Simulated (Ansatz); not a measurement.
Write a Python script for Ansatz 0.2.0 through its Python package that makes a small convex hull of the Ag-Au system. Use (first run): LDA, PAW, cutoff 550 eV, 6×6×6 k-points, Fermi-Dirac smearing of 0.1 eV.

The script, `run_hull.py`:
```python
"""Stability of Ag-Au compounds against each other, after relaxing atoms and volume at fixed cell shape."""

from collections import Counter
import csv

import ansatz as az
from ase import Atoms
import numpy as np
from scipy.spatial import ConvexHull


def compute(name, crystal):
    calc = (
        crystal.calculation()
        .scf(tolerance=1e-07)
        .basis(550)
        .functional("lda")
        .kpoints(spacing=0.27)
        .occupations("fermi_dirac", width=0.1)
    )
    calc = calc.relax(force_tolerance=0.02, fix_cell=["shape"])
    return calc.run(threads=1)


def counts(outcome):
    return Counter(site.symbol for site in outcome.lattice.sites)

def formation_energy(outcome, mu):
    n = counts(outcome)
    return (outcome.report["energy_sigma0_ev"] - sum(k * mu[element] for element, k in n.items())) / sum(n.values())


def main() -> None:
    phases = {}
    agau3_pm_3m = (
        az.Lattice.of([4.121632, 0.0, 0.0], [0.0, 4.121632, 0.0], [0.0, 0.0, 4.121632])
        .atom("Ag", [0.5, 0.5, 0.5])
        .atom("Au", [0.5, 0.0, 0.0])
        .atom("Au", [0.0, 0.5, 0.0])
        .atom("Au", [0.0, 0.0, 0.5])
    )
    phases["AgAu3 Pm-3m"] = agau3_pm_3m
    agau_p_6m2 = (
        az.Lattice.from_parameters(2.935167, 2.935167, 4.696905, alpha=90, beta=90, gamma=120)
        .space_group(187)
        .atom("Ag", [0.0, 0.0, 0.5])
        .atom("Au", [2 / 3, 1 / 3, 0.0])
    )
    phases["AgAu P-6m2"] = agau_p_6m2
    atoms = Atoms(
        ["Ag"],
        scaled_positions=[
            [0.0, 0.0, 0.0],
        ],
        cell=[
            [0.0, 2.04275, 2.04275],
            [2.04275, 0.0, 2.04275],
            [2.04275, 2.04275, 0.0],
        ],
        pbc=True,
    )
    ag = az.Crystal.from_ase(atoms)
    phases["Ag"] = ag
    au = (
        az.Lattice.from_parameters(2.877925, 2.877925, 2.877925, alpha=60.0, beta=60.0, gamma=60.0)
        .atom("Au", [0.0, 0.0, 0.0])
    )
    phases["Au"] = au

    done = {}
    for name, crystal in phases.items():
        done[name] = compute(name, crystal)
        print(f"{name}: {done[name].report['energy_sigma0_ev']:.4f} eV, {len(done[name].lattice.sites)} atoms")

    # chemical potentials of the elements at zero temperature
    references = {"Ag": "Ag", "Au": "Au"}
    mu = {element: done[name].report["energy_sigma0_ev"] / len(done[name].lattice.sites) for element, name in references.items()}
    points = sorted((counts(o)["Au"] / len(o.lattice.sites), formation_energy(o, mu), name) for name, o in done.items())

    xy = np.array([(x, e) for x, e, _ in points] + [(0.5, 10.0)])
    hull = sorted(tuple(xy[i]) for i in ConvexHull(xy).vertices if xy[i, 1] < 5)
    rows = [(name, x, e, e - np.interp(x, *zip(*hull))) for x, e, name in points]
    with open("hull.csv", "w", newline="") as handle:
        writer = csv.writer(handle)
        writer.writerow(["phase", "x(Au)", "E_form (eV/atom)", "above hull (eV/atom)"])
        writer.writerows([round(v, 4) if isinstance(v, float) else v for v in row] for row in rows)
    print(open("hull.csv").read())
    print("on the hull of these phases:", ", ".join(row[0] for row in rows if row[3] < 1e-6))


if __name__ == "__main__":
    main()
```

`python run_hull.py` gives:
```text
DeckWarning: relax.cell: scf.convergence.dr2_threshold = 1e-7 eV (the SCF's general default) is looser than the 4e-10 eV advised for a relaxation that steers and ends on the stress (1e-10 eV for each atom of the cell: 4). What an SCF threshold leaves in a stress goes as its square root, and in the free energy as the [...]
AgAu3 Pm-3m: -46053.1787 eV, 4 atoms
DeckWarning: relax.cell: scf.convergence.dr2_threshold = 1e-7 eV (the SCF's general default) is looser than the 2e-10 eV advised for a relaxation that steers and ends on the stress (1e-10 eV for each atom of the cell: 2). What an SCF threshold leaves in a stress goes as its square root, and in the free energy as the [...]
AgAu P-6m2: -20323.1329 eV, 2 atoms
DeckWarning: relax.cell: scf.convergence.dr2_threshold = 1e-7 eV (the SCF's general default) is looser than the 1e-10 eV advised for a relaxation that steers and ends on the stress (1e-10 eV for each atom of the cell: 1). What an SCF threshold leaves in a stress goes as its square root, and in the free energy as the [...]
Ag: -7458.1364 eV, 1 atoms
Au: -12864.9317 eV, 1 atoms
phase,x(Au),E_form (eV/atom),above hull (eV/atom)
Ag,0.0,0.0,0.0
AgAu P-6m2,0.5,-0.0324,0.0088
AgAu3 Pm-3m,0.75,-0.0618,0.0
Au,1.0,0.0,0.0

on the hull of these phases: Ag, AgAu3 Pm-3m, Au
```
(Warnings from the package without file and line, shortened.)

Total energies depend on the potentials; only differences at equal settings carry meaning. For the metals among these phases the mesh is modest: differences between phases can be off by up to 40 meV an atom. Atoms and volume are relaxed with the cell's shape held, which in cells of lower than cubic symmetry can hide stresses and shift volumes. Spin-orbit coupling, which matters for elements this heavy, is left out. The cells come from databases of deposited and of computed structures, and not all need be stable phases. Differences under about 40 meV an atom lie within the error of mesh and functional, so such verdicts may flip; only the cells listed enter the hull. Finished in 47 s on 1 thread of Arm Neoverse V1, on a shared host, peak memory 0.49 GiB.
